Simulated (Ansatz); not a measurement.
# BFH₄OSi: small, medium and large basis sets

How large a basis does BFH₄OSi need? Two functionals are run in growing sets.

The runs use Ansatz 0.2.0, Gaussian basis; one geometry, several basis sets.

Levels to be run: PBE0-D4/def2-SVP; ωB97M-V/def2-SVP; PBE0-D4/def2-QZVPP; ωB97M-V/def2-QZVPP; the functionals' def2-TZVPP values are taken from earlier runs.

## 1. The relaxed structure

The geometry comes from an earlier relaxation with PBE0-D4 in a triple-zeta def2 set; it is a stationary point, not always the lowest conformer.

8 atoms, charge 0, spin multiplicity 1.

Atoms are counted from 1 here; the program's logs count them from 0.

Bond lengths: O1–B2 1.349 Å, O1–H5 0.959 Å, B2–F3 1.329 Å, B2–Si4 2.039 Å, Si4–H6 1.487 Å, Si4–H7 1.491 Å, Si4–H8 1.487 Å. Angles: B2–O1–H5 113.8°, O1–B2–F3 115.6°, O1–B2–Si4 125.2°, F3–B2–Si4 119.1°, B2–Si4–H6 110.6°, B2–Si4–H7 110.3°, B2–Si4–H8 110.6°, H6–Si4–H7 108.4°, H6–Si4–H8 108.5°, H7–Si4–H8 108.4°.

## 2. PBE0-D4 in def2-SVP

in.yaml

```yaml
crystal:
  periodic: [false, false, false]
  atoms:
    - {symbol: O, position_ang: [1.705540, 0.480643, -0.907234]}
    - {symbol: B, position_ang: [1.015481, -0.227826, 0.010881]}
    - {symbol: F, position_ang: [1.735490, -1.061748, 0.753541]}
    - {symbol: Si, position_ang: [-0.995556, -0.105722, 0.321306]}
    - {symbol: H, position_ang: [1.160436, 1.073843, -1.428286]}
    - {symbol: H, position_ang: [-1.284062, 0.325363, 1.715240]}
    - {symbol: H, position_ang: [-1.604492, 0.884255, -0.612547]}
    - {symbol: H, position_ang: [-1.640738, -1.426009, 0.091399]}
basis:
  gaussian: {orbitals: def2-SVP}
hamiltonian: {xc: pbe0, dispersion: d4}
output: {orbitals: {seedname: orbitals}}
```

Command:

```sh
$ ansatz run in.yaml --threads 2 --pin off --events-out ev --progress --plain --max-ram 4352MiB
```

After this run come: ωB97M-V in def2-SVP; PBE0-D4 in def2-QZVPP; ωB97M-V in def2-QZVPP.

Q: Predict the results of all the runs planned. Wanted: PBE0-D4: double and triple zeta above quadruple; ωB97M-V: double and triple zeta above quadruple.

As calculated:

```
                                       quantity           value
PBE0-D4: double and triple zeta above quadruple   9.94, 0.57 eV
ωB97M-V: double and triple zeta above quadruple  10.08, 0.53 eV
```

What this shows: For PBE0-D4 the step from double to triple zeta gains 9.37 eV and the next only 0.57 eV. Total energies overstate the basis error of differences, where much of it tends to cancel.
